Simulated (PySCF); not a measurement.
# [LaCl3(H2O)]−: other functionals and bases at one geometry

Aim: see how levels, charges and forces of [LaCl3(H2O)]− depend on the level of theory. It is a constructed species; whether it can be made isn't addressed.

Method: several levels, as the steps say, no spin–orbit coupling; program: PySCF 2.14.0.

1 further run of the same task is left out (for a known fault of the program).

### Step 1. Starting geometry

7 atoms, charge -1, spin multiplicity 1.

Bond lengths: La1–Cl2 2.810 Å, La1–Cl3 2.884 Å, La1–Cl4 2.810 Å, La1–O5 2.816 Å, La1–H6 2.984 Å, La1–H7 2.984 Å, O5–H6 0.971 Å, O5–H7 0.971 Å. Angles: Cl2–La1–Cl3 117.3°, Cl2–La1–Cl4 123.8°, Cl2–La1–O5 107.3°, Cl2–La1–H6 98.2°, Cl2–La1–H7 125.2°, Cl3–La1–Cl4 117.3°, Cl3–La1–O5 64.0°, Cl3–La1–H6 52.7°, Cl3–La1–H7 52.7°, Cl4–La1–O5 107.3°, Cl4–La1–H6 125.2°, Cl4–La1–H7 98.2°, O5–La1–H6 19.0°, O5–La1–H7 19.0°, H6–La1–H7 28.5°, La1–O5–H6 90.3°, La1–O5–H7 90.3°, H6–O5–H7 98.1° and more.

Geometry (Å):

```xyz
7

La    0.34080    0.18646   -0.18646
Cl    1.65987    2.01797    1.48679
Cl   -2.40194   -0.44492    0.44492
Cl    1.65987   -1.48679   -2.01797
O    -1.61518    1.61882   -1.61882
H    -2.07683    1.82813   -0.79065
H    -2.07683    0.79065   -1.82813
```

Formal oxidation states: La +2. Each metal's 1 4f electrons lie in its core potential, so multiplicities, spins and levels count the valence alone. For divalent La, Ce, Gd or Lu the extra electron is normally 5d or 6s, so this core forces an excited configuration. An earlier session relaxed this geometry at PBE0, La lcecp-0-SVP with ECP47, Cl def2-SVP, O def2-SVP, H def2-SVP (singlet, point group Cs). Its vibrations showed it to be a saddle point, relaxed within its symmetry.

At PBE0 on the finer grid: E = -1482.440610 Eh, frontier levels not given, since the 4f levels lie in the core, Mulliken charge on La1 +0.56 e, largest force component 0.016 eV/Å. 

Levels to run: B3LYP; wB97X. Hardware: 2 threads of Arm Neoverse V1, shared host.

### Step 2. B3LYP

Contents of run.py (the lines that set the calculation):

```python
mol = gto.M(atom='''
La     0.34080     0.18646    -0.18646
Cl     1.65987     2.01797     1.48679
Cl    -2.40194    -0.44492     0.44492
Cl     1.65987    -1.48679    -2.01797
O     -1.61518     1.61882    -1.61882
H     -2.07683     1.82813    -0.79065
H     -2.07683     0.79065    -1.82813''',
    basis={'La': 'lcecp-0-SVP', 'Cl': 'def2-SVP', 'O': 'def2-SVP', 'H': 'def2-SVP'},
    ecp={'La': 'lcecp-0-SVP'},
    charge=-1, spin=0)
mf = dft.RKS(mol, xc='B3LYP')
mf.grids.atom_grid = (75, 302)  # f atoms: unpruned, at least (60, 302)
mf = mf.density_fit()  # fitting sets: La AutoAux, Cl def2-universal-JKFIT, O def2-universal-JKFIT, H def2-universal-JKFIT
mf.conv_tol = 1e-08; mf.max_cycle = 55
mf.kernel(dm0)  # dm0: the density of the relaxed state
```

On the command line:

```sh
> OMP_NUM_THREADS=2 python run.py
```

### Step 3. wB97X

Edit run.py (the lines that set the calculation) of step 2 so:

```diff
@@ -11,3 +11,3 @@
     charge=-1, spin=0)
-mf = dft.RKS(mol, xc='B3LYP')
+mf = dft.RKS(mol, xc='WB97X')
 mf.grids.atom_grid = (75, 302)  # f atoms: unpruned, at least (60, 302)
```

**Question.** What will these runs give? Wanted: for each run, charge on La1; dipole; largest force.

As calculated:

| level | state | charge on La1 (e) | dipole (D) | largest force (eV/Å) | basis functions | time |
| --- | --- | --- | --- | --- | --- | --- |
| PBE0 (relaxed here) | singlet | 0.56 | 2.44 | 0.02 | 109 | 23 s |
| B3LYP | singlet | 0.47 | 2.43 | 0.15 | 109 | 8.5 s |
| wB97X | singlet | 0.61 | 2.48 | 0.06 | 109 | 11 s |

Times are on 2 threads of Arm Neoverse V1, shared host; the first row also made further properties. The dipole of a charged species depends on the origin, so these sizes hold for this origin alone.

The largest leftover force, 0.15 eV/Å with B3LYP, stands at a geometry relaxed at another level. The Mulliken charge on La spans +0.47 to +0.61 e over the levels. With 4f in the core, its levels are missing from HOMO and gap. Total energies of different levels can't be compared. Spin–orbit coupling is left out throughout.
